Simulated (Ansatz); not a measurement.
# ClF3H2NTa: the cost of one run

Program: Ansatz 0.2.0. Level of theory: RKS PBE0/def2-SVP. These are calculated values, not measurements.

## (1) The structure to begin with

Bond lengths: Ta1–Cl2 2.470 Å, Ta1–F3 1.930 Å, Ta1–F4 1.930 Å, Ta1–N5 2.160 Å, N5–H6 1.060 Å, N5–H7 1.060 Å, Ta1–F8 1.930 Å. Angles: Cl2–Ta1–F3 90.0°, Cl2–Ta1–F4 90.0°, Cl2–Ta1–N5 120.0°, Cl2–Ta1–F8 120.0°, F3–Ta1–F4 180.0°, F3–Ta1–N5 90.0°, F3–Ta1–F8 90.0°, F4–Ta1–N5 90.0°, F4–Ta1–F8 90.0°, N5–Ta1–F8 120.0°, Ta1–N5–H6 120.0°, Ta1–N5–H7 120.0°, H6–N5–H7 120.0°.

Structure file:

```xyz
8

Ta    0.0000    0.0000    0.0000
Cl    2.4700    0.0000    0.0000
F     0.0000    0.0000    1.9300
F     0.0000    0.0000   -1.9300
N    -1.0800    1.8706    0.0000
H    -1.6414    2.1584    0.8518
H    -1.0486    2.5007   -0.8518
F    -0.9650   -1.6714    0.0000
```

## (2) Preparing the start

input.yaml reads:

```yaml
crystal:
  periodic: [false, false, false]
  atoms:
    - { symbol: Ta, position_ang: [0.0, 0.0, 0.0] }
    - { symbol: Cl, position_ang: [2.47, 0.0, 0.0] }
    - { symbol: F, position_ang: [0.0, 0.0, 1.93] }
    - { symbol: F, position_ang: [0.0, 0.0, -1.93] }
    - { symbol: "N", position_ang: [-1.08, 1.8706, 0.0] }
    - { symbol: H, position_ang: [-1.6414, 2.1584, 0.8518] }
    - { symbol: H, position_ang: [-1.0486, 2.5007, -0.8518] }
    - { symbol: F, position_ang: [-0.965, -1.6714, 0.0] }
basis:
  gaussian: { orbitals: def2-SVP }
hamiltonian:
  xc: pbe0
relax:
  f_tol: 0.02
  max_steps: 40
```

Launch:

```console
$ ansatz run input.yaml --threads 2 --pin off --max-ram 3072MiB --backend cpu --events-out ev --progress --plain --runs-dir out
```

Q: Estimate wall time and peak memory on 2 threads of Arm Neoverse V2, shared host.

About 32 s, with a peak of 0.29 GiB.
